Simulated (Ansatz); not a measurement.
# AlRh2: the cost of one run

Program: Ansatz 0.2.0. Level of theory: DFT PBE, scalar-relativistic, plane waves, PAW. These are calculated values, not measurements.

### Step 1. The system as given

Symmetry: Fm-3m, No. 225, cubic system. The conventional cell has a = 5.741 Å, b = 5.741 Å, c = 5.741 Å, α = 90.00°, β = 90.00°, γ = 90.00°. Al (site symmetry m-3m) has 8 Rh at 2.49 Å as nearest neighbours. Rh (site symmetry -43m) has 4 Al at 2.49 Å as nearest neighbours.

As a file:

```cif
data_structure
_symmetry_space_group_name_H-M 'P 1'
_symmetry_Int_Tables_number 1
_cell_length_a 4.0594
_cell_length_b 4.0594
_cell_length_c 4.0594
_cell_angle_alpha 60.000
_cell_angle_beta 60.000
_cell_angle_gamma 60.000
_cell_volume 47.30
loop_
_atom_site_label
_atom_site_type_symbol
_atom_site_fract_x
_atom_site_fract_y
_atom_site_fract_z
_atom_site_occupancy
Al1 Al 0.50000 0.50000 0.50000 1
Rh1 Rh 0.75000 0.75000 0.75000 1
Rh2 Rh 0.25000 0.25000 0.25000 1
```

The cell is invented: random cell by space group and Wyckoff sites (Fm-3m, No. 225). Lengths come from tabulated atomic sizes and are only a guess.

### Step 2. The guess as it stands, on a coarse mesh

Contents of input.yaml:

```yaml
crystal:
  lattice:
    - [0.0, 2.87042907, 2.87042907]
    - [2.87042907, 0.0, 2.87042907]
    - [2.87042907, 2.87042907, 0.0]
  atoms:
    - { symbol: Al, position: [0.5, 0.5, 0.5] }
    - { symbol: Rh, position: [0.75, 0.75, 0.75] }
    - { symbol: Rh, position: [0.25, 0.25, 0.25] }
basis:
  ecutwfc: 420
kpoints:
  mp_grid: { grid: [6, 6, 6] }
hamiltonian:
  xc: pbe
scf:
  occupations: { method: gaussian, width: 0.1 }
  lower_state_search: "off"
output:
  forces: true
  stress: true
  eigenvalues: true
```

Run with:

```sh
> ansatz run input.yaml --threads 1 --pin off --max-ram 2560MiB --backend cpu --events-out ev --progress --plain --runs-dir out
```

Q: Estimate wall time and peak memory on 1 thread of Arm Neoverse V1, shared host.

About 1.2 s, with a peak of 0.29 GiB.
